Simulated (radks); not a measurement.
# Ga³⁺ in [Ne] 3s2 3p5.75 3d10 4d0.25: an all-electron calculation

What are the levels of the gallium ion Ga3+, how large are its shells, and how does its energy divide?

The numbers are computed with radks (a radial shooting solver on a logarithmic mesh, Libxc functionals) version 1 (scalar-relativistic Kohn-Sham, exchange-only PBE, spin-polarised, spherical densities, point nucleus; open shells are filled with parallel spins first), except any that are marked as measured or tabulated.

### Step 1. What is computed

| Quantity | Value |
| --- | --- |
| element | gallium (Z = 31) |
| charge | +3 |
| electrons | 28 |
| configuration | [Ne] 3s2 3p5.75 3d10 4d0.25 |

In the logs a row gives level, spin channel, occupation and eigenvalue; Etot, Ekin, Encl (electron-nucleus), Eh (Hartree) and Exc are energies, all in hartree; err is the last residual, it the number of iterations.

### Step 2. The calculation

The run's settings:

```text
Z 31
configuration [Ne] 3s2 3p5.75 3d10 4d0.25 4s0 4p0
relativity scalar-relativistic
functional pbe,
spin polarised
nucleus point
c 137.035999084
```

Launch:

```
> python run_ks.py task.json out
```

The same process makes all the runs of this session.

Log:

```text
1s      1   1.0000        -377.39121183
2s      1   1.0000         -47.73823655
2p      1   3.0000         -41.74139283
3s      1   1.0000          -6.77441990
3p      1   3.0000          -4.96327277
3d      1   5.0000          -2.01662050
4d      1   0.2500          -0.60608676
4s      1   0.0000          -1.39285917
4p      1   0.0000          -1.04783040
1s      2   1.0000        -377.38528420
2s      2   1.0000         -47.73347639
2p      2   3.0000         -41.73446220
3s      2   1.0000          -6.75773765
3p      2   2.7500          -4.94711543
3d      2   5.0000          -2.00294749
4d      2   0.0000          -0.56837853
4s      2   0.0000          -1.37714136
4p      2   0.0000          -1.02658105
Etot -1939.348065290081
Ekin 1973.648953498308
Encl -4638.231419772246
Eh 798.3378745905236
Exc -73.10347360666623
err 2.2719098607184312e-09
it 16
```

It took 0.27 s on 1 thread of Intel Xeon Platinum 8259CL at 2.50GHz, shared host; peak memory 0.24 GiB.

Residual by iteration: 9.9e+00, 4.8e+00, 8.2e-01, 1.1e+00, 1.8e-01, 9.6e-02, 1.5e-02, 1.2e-03, 6.6e-04, 6.5e-05, 1.8e-05, 2.5e-07, 3.9e-07, 7.3e-09, 2.3e-09, 2.3e-09.

### Step 3. Radial structure

Radial moments (bohr):

```tsv
level	occupation	energy (eV)	<r>	outermost maximum (interpolated)	90 % within	nodes
1s up	1	-10269.3	0.04860	0.0318	0.0868	0
1s down	1	-10269.2	0.04860	0.0318	0.0868	0
2s up	1	-1299.0	0.2178	0.182	0.337	1
2s down	1	-1298.9	0.2178	0.182	0.337	1
2p up	3	-1135.8	0.1907	0.146	0.312	0
2p down	3	-1135.7	0.1907	0.146	0.312	0
3s up	1	-184.34	0.6506	0.564	0.974	2
3s down	1	-183.89	0.6509	0.564	0.974	2
3p up	3	-135.06	0.6764	0.566	1.04	1
3p down	2.75	-134.62	0.6769	0.566	1.04	1
3d up	5	-54.875	0.7784	0.531	1.32	0
3d down	5	-54.503	0.7793	0.531	1.33	0
4s up	0	-37.902	1.953	1.71	2.86	3
4s down	0	-37.474	1.938	1.71	2.83	3
4p up	0	-28.513	2.277	1.98	3.36	2
4p down	0	-27.935	2.244	1.97	3.30	2
4d up	0.25	-16.492	3.291	2.88	4.89	1
```

Radial density 4πr²ρ:

```tsv
r (bohr)	4πr²ρ (e/bohr)
0.00186	0.9291
0.00284	1.997
0.00431	4.099
0.00658	8.130
0.00998	14.82
0.0151	24.26
0.0231	34.05
0.0350	37.94
0.0536	33.27
0.0812	30.98
0.123	40.59
0.188	40.66
0.285	23.86
0.432	23.94
0.660	24.03
1.00	10.14
1.53	1.939
2.32	0.2484
3.51	0.08184
5.37	0.01749
```

Electron localisation function: r (bohr), ELF and a bar.

```
  0.00162  1.00 ##############################
  0.00246  1.00 ##############################
  0.00376  1.00 ##############################
  0.00570  1.00 ##############################
  0.00871  1.00 ##############################
   0.0132  1.00 ##############################
   0.0200  0.99 ##############################
   0.0306  0.97 #############################
   0.0464  0.74 ######################
   0.0703  0.30 #########
    0.107  0.51 ###############
    0.163  0.80 ########################
    0.249  0.49 ###############
    0.377  0.30 #########
    0.572  0.75 ######################
    0.874  0.67 ####################
     1.32  0.24 #######
     2.01  0.02 #
     3.07  0.01 
     4.65  0.01
```

Radial Coulomb (F) and exchange (G) integrals, eV:

```tsv
integral	shells	value
F0	4d, 4d	7.443
F2	4d, 4d	3.908
F4	4d, 4d	2.603
F0	4d, 3d	9.974
F2	4d, 3d	1.582
F4	4d, 3d	0.684
G0	4d, 3d	0.696
G2	4d, 3d	0.674
G4	4d, 3d	0.481
F0	4d, 3p	10.063
```

X-ray form factor f at sin θ/λ (1/Å): 0.05: 27.73, 0.15: 25.88, 0.25: 23.07, 0.4: 18.31, 0.6: 13.00, 1: 7.73, 1.5: 5.61.

### Step 4. What came out

| quantity | value |
| --- | --- |
| total energy | -1939.34807 hartree |
| exchange-correlation share of it | 3.77 % |
| −T/E | 1.0177 |
| highest occupied level | 4d up, -16.492 eV |
| most extended occupied level | 4d up, <r> = 3.29 bohr |
| radius at density 0.001 e/bohr³ | 2.98 bohr |
| maxima of the radial density | 3 |

4 principal shells are occupied and 3 maxima appear in the radial density; where shells overlap, one shows as a shoulder or not at all. −T/E is 1.018: with relativity the kinetic term as defined here no longer equals −E. This is not the tabulated ground configuration, so its levels and sizes aren't those of the ground state, and no measured value stands beside it.
